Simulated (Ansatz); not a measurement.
Here is an Ansatz 0.2.0 calculation.

The input input.yaml:

```yaml
crystal:
  lattice:
    - [-1.38636625, 1.98220299, 4.153262805]
    - [1.38636625, -1.98220299, 4.153262805]
    - [1.38636625, 1.98220299, -4.153262805]
  atoms:
    - { symbol: Pt, position: [0.3367753, 0.3367753, 0.0] }
    - { symbol: Pt, position: [0.6632247, 0.6632247, 0.0] }
    - { symbol: W, position: [0.0, 0.0, 0.0] }
hamiltonian:
  xc: pbesol
  pseudopotentials: { kind: paw }
kpoints:
  mp_grid: { grid: [12, 12, 12] }
scf:
  occupations: { method: fermi_dirac, width: 0.05 }
output:
  forces: true
  stress: true
  eigenvalues: true
relax:
  f_tol: 0.01
  max_steps: 40
  cell: { stress_tol: 0.05, p_target: 5.0 }
```

Potentials or basis: Ansatz PAW.

Run with:

```sh
$ ansatz run input.yaml --threads 2 --pin off --max-ram 5632MiB --backend cpu --events-out ev --progress --plain --runs-dir out
```

Question: Estimate the relaxed volume.

Answer: 14.75 Å³/atom.

Question: What does it give for the space group after relaxing (to 0.05 Å)?

Answer: Immm (No. 71).

Question: What does it give for the band gap on the k mesh?

Answer: None (metal or under the smearing width).

The path:
```
step  energy change (eV)  largest force (eV/Å)  volume (Å³)
   1              0.0000                0.0126        45.65
   2             -0.0087                0.0011        44.45
   3             -0.0029                0.0004        44.22
   4             -0.0033                0.0003        44.24
   5             -0.0027                0.0002        44.24
```

Caveat: the plane-wave basis is chosen anew once the cell has moved, so the energies of steps on either side of that aren't comparable; the PAW data sets come from PBE, with cores solved anew for the run's functional, which leaves a small shift of forces and pressure. The run has no spin-orbit coupling, so splittings on Pt, W are missing.
